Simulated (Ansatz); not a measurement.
# O (O, isolated atom): the cost of one run

Program: Ansatz 0.2.0. Level of theory: DFT, plane waves (420 eV) with PBE-made PAW files, scalar-relativistic; functionals as named at each step. These are calculated values, not measurements.

## Step 1: The system as given

Periodic box: 14.0 × 14.4 × 14.8 Å.

As a file:

```
CELL_PARAMETERS angstrom
14.00000 0.00000 0.00000
0.00000 14.40000 0.00000
0.00000 0.00000 14.80000
ATOMIC_POSITIONS crystal
O 0.50000 0.50000 0.50000
```

## Step 2: PBE

The run with PBE.

Contents of input.yaml:

```yaml
crystal:
  lattice:
    - [14.0, 0.0, 0.0]
    - [0.0, 14.4, 0.0]
    - [0.0, 0.0, 14.8]
  atoms:
    - { symbol: O, position: [0.5, 0.5, 0.5], spin: 2.0 }
  symmetry: { detect: false, time_reversal: true }
hamiltonian:
  xc: pbe
  pseudopotentials:
    kind: paw
    azcp:
      O: "pseudopotentials/O.paw.azcp"
basis:
  ecutwfc: 420
  fft_grid_basis: typed
kpoints:
  mp_grid: { grid: [1, 1, 1], shift: [0, 0, 0] }
magnetization:
  spin_polarized: true
scf:
  occupations: { method: fermi_dirac, width: 0.01 }
```

Started as:

```sh
> ansatz run input.yaml --threads 4 --pin off --max-ram 10240MiB --backend cpu --events-out ev --progress --plain --runs-dir out
```

**Question.** How long does this run take on 4 threads of Arm Neoverse V2, shared host, and how much memory does it need?

About 44 s, with a peak of 1.5 GiB.
